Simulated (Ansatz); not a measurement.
# HfC (triplet): wave-function methods side by side at distance Hf1–C2 = 1.619 Å, def2-TZVPP

The task here is to estimate one member of a computed series from the others.

The runs use Ansatz 0.2.0, Gaussian basis; def2-TZVPP, core rule «outside noble gas», up to 5 orbitals frozen.

To be run: UHF; CCSD(T) on ROHF; CCSD(T) on UHF; CCSDT(Q) on ROHF; CCSDT(Q) on UHF; CASSCF and MRCISD+Q, 4 electrons in 4 orbitals; CASSCF and NEVPT2, 4 electrons in 4 orbitals.

12 further runs of the same task are left out: 12 for a known fault of the program. Runs told in other sessions of the task aren't counted.

## The geometry

The geometry derives from a PBE0/def2-TZVP stationary point (not a proven minimum). One bond is set to the value named and the two fragments are kept rigid. No spin-orbit coupling is included. Elements past krypton take def2 core potentials.

2 atoms, charge 0, spin multiplicity 3.

Atoms are counted from 1 here; the program's logs count them from 0.

Bond lengths: Hf1–C2 1.619 Å.

Set-up of the first run:

in.yaml reads:

```yaml
crystal:
  periodic: [false, false, false]
  atoms:
    - {symbol: Hf, position_ang: [0.000000, 0.000000, 0.000000]}
    - {symbol: C, position_ang: [0.000000, 0.000000, 1.619000]}
basis:
  gaussian: {orbitals: def2-TZVPP}
magnetization: {spin_polarized: true, initial_magnetization: 2}
hamiltonian: {xc: hf}
output: {orbitals: {seedname: orbitals}}
```

The run is started by

```bash
ansatz run in.yaml --threads 1 --pin off --events-out ev --progress --plain --max-ram 4096MiB --backend cpu
```

Steps of the session up to this table: UHF; CCSD(T) on ROHF; CCSD(T) on UHF; CCSDT(Q) on ROHF; CCSDT(Q) on UHF; CASSCF and MRCISD+Q, 4 electrons in 4 orbitals; CASSCF and NEVPT2, 4 electrons in 4 orbitals.

One of the session's tables, all rows but one given; the rest of the session is left out.

It belongs to the step «Misses and costs». 

| method | from RCCSDT(Q) (kcal/mol) |
| --- | --- |
| ROHF | +153.66 |
| UHF | +149.13 |
| RMP2 | +9.05 |
| UMP2 | +10.45 |
| RCCSD | +10.36 |
| UCCSD | ? |
| RCCSD(T) | +0.79 |
| UCCSD(T) | -0.01 |
| RCCSDT | +0.72 |
| UCCSDT | -0.19 |
| RCCSDT(Q) | 0 |
| UCCSDT(Q) | -0.95 |
| CASSCF pair | +142.80 |
| NEVPT2 pair | +12.19 |
| MRCISD pair | +17.87 |
| MRCISD+Q pair | +5.12 |

Q: Estimate the row for UCCSD from the others.

As computed: from RCCSDT(Q) (kcal/mol): +9.22. In the column «from RCCSDT(Q) (kcal/mol)» it lies between RMP2 (+9.05) and RCCSD (+10.36).

Caveats from the session: Restricted and unrestricted rows rest on different reference determinants; a gap between their highest levels can come from leftover correlation error, from unlike frozen cores or from another state.
